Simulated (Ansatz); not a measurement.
# B3LYP/6-31G(d) (spherical functions) run of C2H9NSi (SMILES CN(C)[SiH3])

What is the energy change on altering one bond length of C2H9NSi at B3LYP/6-31G* (spherical functions)? 

Program for the calculation: Ansatz 0.2.0.

71 further runs of the same task are left out: 71 set aside as unsound or not needed.

### Step 1. The molecule

The species is C2H9NSi (13 atoms), meant as a singlet with charge 0. As SMILES, `CN(C)[SiH3]`. The coordinates come from a PBE0-D4/def2-TZVP relaxation.

Bond lengths: C1–N2 1.442 Å, N2–C3 1.442 Å, N2–Si4 1.717 Å, C1–H5 1.101 Å, C1–H6 1.097 Å, C1–H7 1.092 Å, C3–H8 1.097 Å, C3–H9 1.101 Å, C3–H10 1.092 Å, Si4–H11 1.497 Å, Si4–H12 1.487 Å, Si4–H13 1.487 Å. Some angles: C1–N2–C3 113.7°, C1–N2–Si4 120.9°, C3–N2–Si4 120.9°, N2–C1–H5 112.8°, N2–C1–H6 110.4°, N2–C1–H7 110.5°, N2–C3–H8 110.4°, N2–C3–H9 112.8°, N2–C3–H10 110.5°, N2–Si4–H11 115.3°.

### Step 2. The energy at B3LYP/6-31G(d) (spherical functions)

The input, in.yaml:

```yaml
crystal:
  periodic: [false, false, false]
  atoms:
    - {symbol: C, position_ang: [-0.853400, 1.051500, -0.567400]}
    - {symbol: N, position_ang: [-0.064300, 0.101400, 0.176900]}
    - {symbol: C, position_ang: [1.257300, 0.576800, 0.503700]}
    - {symbol: Si, position_ang: [-0.404400, -1.580400, 0.101900]}
    - {symbol: H, position_ang: [-0.416100, 1.292500, -1.548500]}
    - {symbol: H, position_ang: [-0.947500, 1.991500, -0.009400]}
    - {symbol: H, position_ang: [-1.860700, 0.663700, -0.735400]}
    - {symbol: H, position_ang: [1.197400, 1.509100, 1.079000]}
    - {symbol: H, position_ang: [1.870100, 0.778300, -0.388400]}
    - {symbol: H, position_ang: [1.787100, -0.156700, 1.115700]}
    - {symbol: H, position_ang: [0.068700, -2.275300, -1.137100]}
    - {symbol: H, position_ang: [-1.879700, -1.752300, 0.167000]}
    - {symbol: H, position_ang: [0.265600, -2.234700, 1.256700]}
basis:
  gaussian:
    orbitals: 6-31G_st_-spherical.json
hamiltonian:
  xc: {name: B3LYP}
accuracy: high
output:
  orbitals: {seedname: orbitals}
```

The basis set 6-31G* is read from a file made from the Basis Set Exchange's data (not shown).

Run with:

```sh
$ ansatz run in.yaml --threads 1 --pin off --max-ram 2610MiB --events-out events.jsonl --progress --plain --runs-dir runs
```

Output:

```text
Warning: RAYON_NUM_THREADS=1 ignored (pool sized by the plan → 1); use --threads N
Functional definition: B3LYP
  name "B3LYP"
  parameter a0 = 0.2
  parameter ax = 0.72
  parameter ac = 0.81
  exchange = (1 - a0 - ax)*slater_x + ax*b88_x + a0*exact_x
  correlation = (1 - ac)*vwn_rpa_c + ac*lyp_c
1974 factors; integrals over basis functions are off by at most 4.0e-9 eV
mean field evaluation 1: about -11581.7700 eV, gradient 5.3e1 eV
mean field evaluation 2: about -11572.3799 eV, gradient 8.2e1 eV
mean field evaluation 4: about -11588.2101 eV, gradient 3.7e0 eV
mean field evaluation 8: about -11588.5045 eV, gradient 1.5e-1 eV
mean field evaluation 16: about -11588.5046 eV, gradient 1.2e-5 eV
mean field -11588.50460744 eV, -425.8696893529 hartree, gradient 5.8e-9 eV, S^2 0.000000; 0 other end points of the search recorded, 0 dependent functions left out
reference -11588.50464964 eV, -425.8696909037 hartree; 21, 21 occupied and 57, 57 virtual orbitals, 1974 factors
Total energy: -11588.50464964 eV, -425.8696909037 hartree
```

Run time: 9.3 s. Hardware: 1 thread of Arm Neoverse V1, shared host; peak memory 0.24 GiB.

### Step 3. The distorted shape

The input, in.yaml:

```yaml
crystal:
  periodic: [false, false, false]
  atoms:
    - {symbol: C, position_ang: [-1.159777, 0.950758, -0.121384]}
    - {symbol: "N", position_ang: [-0.370677, 0.000658, 0.622916]}
    - {symbol: C, position_ang: [0.950923, 0.476058, 0.949716]}
    - {symbol: Si, position_ang: [-0.710777, -1.681142, 0.547916]}
    - {symbol: H, position_ang: [-0.722477, 1.191758, -1.102484]}
    - {symbol: H, position_ang: [-1.253877, 1.890758, 0.436616]}
    - {symbol: H, position_ang: [-2.167077, 0.562958, -0.289384]}
    - {symbol: H, position_ang: [0.891023, 1.408358, 1.525016]}
    - {symbol: H, position_ang: [1.870100, 0.778300, -0.388400]}
    - {symbol: H, position_ang: [1.480723, -0.257442, 1.561716]}
    - {symbol: H, position_ang: [-0.237677, -2.376042, -0.691084]}
    - {symbol: H, position_ang: [-2.186077, -1.853042, 0.613016]}
    - {symbol: H, position_ang: [-0.040777, -2.335442, 1.702716]}
basis:
  gaussian: {orbitals: 6-31G_st_-spherical.json}
hamiltonian: {xc: {name: B3LYP}}
accuracy: high
output: {orbitals: {seedname: orbitals}}
```

The basis set 6-31G* is read from a file made from the Basis Set Exchange's data (not shown).

Run with:

```sh
$ ansatz run in.yaml --threads 1 --pin off --max-ram 2610MiB --events-out events.jsonl --progress --plain --runs-dir runs
```

Output, cut to the lines that bear on the results:

```text
Warning: RAYON_NUM_THREADS=1 ignored (pool sized by the plan → 1); use --threads N
[... 7 set-up lines as earlier in the session ...]
1981 factors; integrals over basis functions are off by at most 4.0e-9 eV
mean field evaluation 1: about -11579.9222 eV, gradient 5.2e1 eV
mean field evaluation 2: about -11567.6786 eV, gradient 8.6e1 eV
mean field evaluation 4: about -11586.4161 eV, gradient 4.8e0 eV
mean field evaluation 8: about -11586.7178 eV, gradient 4.6e-1 eV
mean field evaluation 16: about -11586.7184 eV, gradient 2.5e-5 eV
mean field -11586.71840185 eV, -425.8040475081 hartree, gradient 3.0e-8 eV, S^2 0.000000; 0 other end points of the search recorded, 0 dependent functions left out
reference -11586.71844473 eV, -425.8040490839 hartree; 21, 21 occupied and 57, 57 virtual orbitals, 1981 factors
Total energy: -11586.71844473 eV, -425.8040490839 hartree
```

It took 9.3 s on 1 thread of Arm Neoverse V1, shared host; peak memory 0.25 GiB.

### Step 4. What came out

Level: B3LYP/6-31G* (spherical functions).

| quantity | value |
| --- | --- |
| first shape: total energy | -425.86969 Eh |
| first shape: HOMO energy | -5.92 eV |
| first shape: LUMO energy | 0.92 eV |
| first shape: HOMO–LUMO gap | 6.84 eV |
| distorted shape: total energy | -425.80405 Eh |
| distorted shape: HOMO energy | -6.08 eV |
| distorted shape: LUMO energy | 0.25 eV |
| distorted shape: HOMO–LUMO gap | 6.33 eV |
| energy change with the C3–H9 bond stretched from 1.101 to 1.651 Å | 1.786 eV |

**Reading.** With the C3–H9 bond stretched from 1.101 to 1.651 Å the energy rises by 1.79 eV (41 kcal/mol). The first shape isn't relaxed at this level, so the change isn't measured from a minimum.
